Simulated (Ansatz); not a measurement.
# CH4Cl2O2Sn: a ladder of functionals and wavefunction methods

An exercise on one series of results from a longer session: the logs are not shown, and one member is left open.

Method: functionals in def2-TZVPP, the program's frozen cores in correlated methods; program: Ansatz 0.2.0, Gaussian basis.

Levels to be run: PBE-D4, r2SCAN-D4, PBE0-D4, B3LYP-D4, ωB97X-V, ωB97M-V, B2PLYP; CCSD(T)/def2-TZVPP; MP2/def2-QZVPP; extrapolation to the limit.

**The relaxed structure**

All runs share one geometry, relaxed beforehand with PBE0-D4 in a triple-zeta def2 set. Sn takes the def2 core potential; no spin-orbit term is included.

SMILES `C[O][Sn]([OH])([Cl])[Cl]`, 10 atoms, charge 0, spin multiplicity 1.

Atoms are counted from 1 here; the program's logs count them from 0.

Bond lengths: C1–O2 1.415 Å, C1–H7 1.092 Å, C1–H8 1.096 Å, C1–H9 1.096 Å, O2–Sn3 1.936 Å, Sn3–O4 1.931 Å, Sn3–Cl5 2.298 Å, Sn3–Cl6 2.297 Å, O4–H10 0.963 Å. Angles: O2–C1–H7 107.3°, O2–C1–H8 112.0°, O2–C1–H9 112.0°, H7–C1–H8 108.3°, H7–C1–H9 108.3°, H8–C1–H9 108.8°, C1–O2–Sn3 121.4°, O2–Sn3–O4 105.9°, O2–Sn3–Cl5 110.8°, O2–Sn3–Cl6 111.0°, O4–Sn3–Cl5 110.9°, O4–Sn3–Cl6 110.6°, Cl5–Sn3–Cl6 107.7°, Sn3–O4–H10 111.3°.

Set-up of the first run:

Input file in.yaml:

```yaml
crystal:
  periodic: [false, false, false]
  atoms:
    - {symbol: C, position_ang: [-0.776098, -1.377557, -0.761670]}
    - {symbol: O, position_ang: [-0.492293, 0.008724, -0.728389]}
    - {symbol: Sn, position_ang: [0.608872, 0.780439, 0.663983]}
    - {symbol: O, position_ang: [0.680831, 2.674078, 0.292871]}
    - {symbol: Cl, position_ang: [-0.302038, 0.386872, 2.736648]}
    - {symbol: Cl, position_ang: [2.719110, -0.127105, 0.644791]}
    - {symbol: H, position_ang: [-1.412669, -1.557788, -1.630552]}
    - {symbol: H, position_ang: [-1.314001, -1.707689, 0.133831]}
    - {symbol: H, position_ang: [0.132889, -1.979475, -0.869907]}
    - {symbol: H, position_ang: [0.155397, 2.899489, -0.481616]}
basis:
  gaussian: {orbitals: def2-TZVPP}
hamiltonian: {xc: pbe, dispersion: d4}
output: {forces: true, orbitals: {seedname: orbitals}}
```

Command:

```console
$ ansatz run in.yaml --threads 2 --pin off --events-out ev --progress --plain --max-ram 32768MiB --backend cuda --devices 0, --max-vram 18GiB
```

Among the steps run: PBE-D4 (GGA); r2SCAN-D4 (meta-GGA); PBE0-D4 (hybrid); B3LYP-D4 (hybrid); ωB97X-V (range-separated); ωB97M-V (range-separated); B2PLYP (double hybrid); CCSD(T) in def2-TZVPP; MP2 in def2-QZVPP.

One of the session's tables, all rows but one given; the rest of the session is left out.

```
            method  atomisation energy (kJ/mol)
            PBE-D4                       3493.0
         r2SCAN-D4                       3429.6
           PBE0-D4                       3396.8
          B3LYP-D4                       3379.1
           ωB97X-V                       3433.3
           ωB97M-V                       3420.9
            B2PLYP                       3355.4
     HF/def2-TZVPP                       2330.8
    MP2/def2-TZVPP                       3416.5
   CCSD/def2-TZVPP                       3247.7
CCSD(T)/def2-TZVPP                            ?
           MP2/CBS                       3547.7
       CCSD(T)/CBS                       3452.9
```

Q: Estimate the row for CCSD(T)/def2-TZVPP from the others.

The run gave: atomisation energy (kJ/mol): 3321.6. In the column «atomisation energy (kJ/mol)» it lies between CCSD/def2-TZVPP (3247.7) and B2PLYP (3355.4).
